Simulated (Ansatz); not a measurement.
This script drives the Ansatz DFT code, driven from Python.

`md_c2h3bo.py`:
```python
"""A short Born-Oppenheimer trajectory of C2H3BO."""

import logging
import sys

import ansatz as az
from ase import Atoms
import numpy as np

logging.basicConfig(stream=sys.stdout, format="%(name)s: %(message)s")
logger = logging.getLogger("calc")
logger.setLevel(logging.INFO)


def main() -> None:
    atoms = Atoms(["C", "C", "B", "O", "H", "H", "H"], positions=[
        (-0.1078, 0.0069, 1.9218),
        (0.0016, 0.1736, 0.7213),
        (0.178, 0.3365, -0.8038),
        (-0.5926, -0.3532, -1.7283),
        (-0.296, -0.0649, 2.9354),
        (1.0642, 1.0583, -1.1988),
        (-0.1862, -1.2252, -1.8932),
    ])
    geometry = az.Crystal.molecule_from_ase(atoms)

    setup = geometry.calculation()
    setup = setup.basis(gaussian="6-31G*").functional("hf")
    symbols = [site.symbol for site in geometry.cartesian_sites]
    start = np.array([site.position_ang for site in geometry.cartesian_sites], dtype=float)
    report = setup.relax(force_tolerance=0.02, max_steps=100).run(threads=1, pin="off").report
    end = np.array(report["positions_ang"])
    minimum = az.Crystal.molecule()
    for symbol, place in zip(symbols, end):
        minimum = minimum.atom(symbol, place.tolist())

    # dynamics from the relaxed geometry
    setup = (
        minimum.calculation()
        .basis(gaussian="6-31G*")
        .functional("hf")
        .md("nve", timestep=1.0, steps=30, temperature=800, initial_velocities="maxwell_boltzmann", seed=24)
    )
    frames = []
    result = setup.session().plan().execute(on_event=lambda e: frames.append(e["data"]) if e["event"] == "md_step" else None)
    logger.info("t (fs)   E_pot (eV)      E_kin (eV)   T (K)   d(0-1) (A)")
    for f in frames[::2]:
        xyz = np.array(f["positions_ang"])
        logger.info(f"{f['time_fs']:6.2f} {f['lagrangian_ev']:14.5f} {f['e_kin_ev']:10.5f} {f['temperature_k']:8.1f} {np.linalg.norm(xyz[0] - xyz[1]):9.4f}")
    kept = np.array([f["conserved_ev"] for f in frames])
    logger.info(f"conserved energy moves by at most {1000 * np.ptp(kept):.3f} meV")
    symbols = [site.symbol for site in geometry.cartesian_sites]
    with open("last_frame.xyz", "w") as handle:
        handle.write(f"{len(symbols)}\nt = {frames[-1]['time_fs']} fs\n")
        handle.writelines("{:2s} {:10.5f} {:10.5f} {:10.5f}\n".format(s, *xyz) for s, xyz in zip(symbols, frames[-1]["positions_ang"]))


if __name__ == "__main__":
    main()
```

It is started by `python md_c2h3bo.py`. How long does it take on 1 thread of Arm Neoverse V2, with other jobs on the host, and how much memory does it need?

It took about 26 s, with a peak of 0.2 GiB, for 2 runs of the engine.

Running `python md_c2h3bo.py` prints:
```text
calc: t (fs)   E_pot (eV)      E_kin (eV)   T (K)   d(0-1) (A)
calc:   0.00    -4816.91697    0.51704    800.0    1.1936
calc:   2.00    -4816.73686    0.35296    546.1    1.1867
calc:   4.00    -4816.74222    0.34853    539.3    1.1843
calc:   6.00    -4816.61572    0.23421    362.4    1.1902
calc:   8.00    -4816.65570    0.25832    399.7    1.2022
calc:  10.00    -4816.53404    0.15228    235.6    1.2109
calc:  12.00    -4816.70015    0.30415    470.6    1.2079
calc:  14.00    -4816.64912    0.26744    413.8    1.1948
calc:  16.00    -4816.72763    0.33167    513.2    1.1833
calc:  18.00    -4816.63934    0.25448    393.8    1.1830
calc:  20.00    -4816.69556    0.30068    465.2    1.1921
calc:  22.00    -4816.56819    0.18794    290.8    1.2022
calc:  24.00    -4816.66393    0.26607    411.7    1.2083
calc:  26.00    -4816.53626    0.15255    236.0    1.2087
calc:  28.00    -4816.60898    0.21505    332.7    1.2029
calc:  30.00    -4816.53299    0.15115    233.9    1.1928
calc: conserved energy moves by at most 19.690 meV
```

File `last_frame.xyz` afterwards:
```text
7
t = 30.0 fs
C    -0.18503    0.05312    1.82836
C     0.16887   -0.03427    0.69265
B     0.22923    0.37132   -0.83340
O    -0.13793   -0.43896   -1.86465
H    -0.36944    0.31238    2.82188
H     0.78856    1.41440   -1.04374
H    -0.50532   -1.22971   -1.66161
```

What to keep in mind:
- Total energies depend on the basis set; only differences at equal settings carry meaning.
- The trajectory is only some femtoseconds long, so its temperature is not equilibrated; where the script doesn't relax first, it starts from a rough generated geometry.
- The temperature counts the internal degrees of freedom alone.
- With hydrogen a step over 0.5 fs is long.
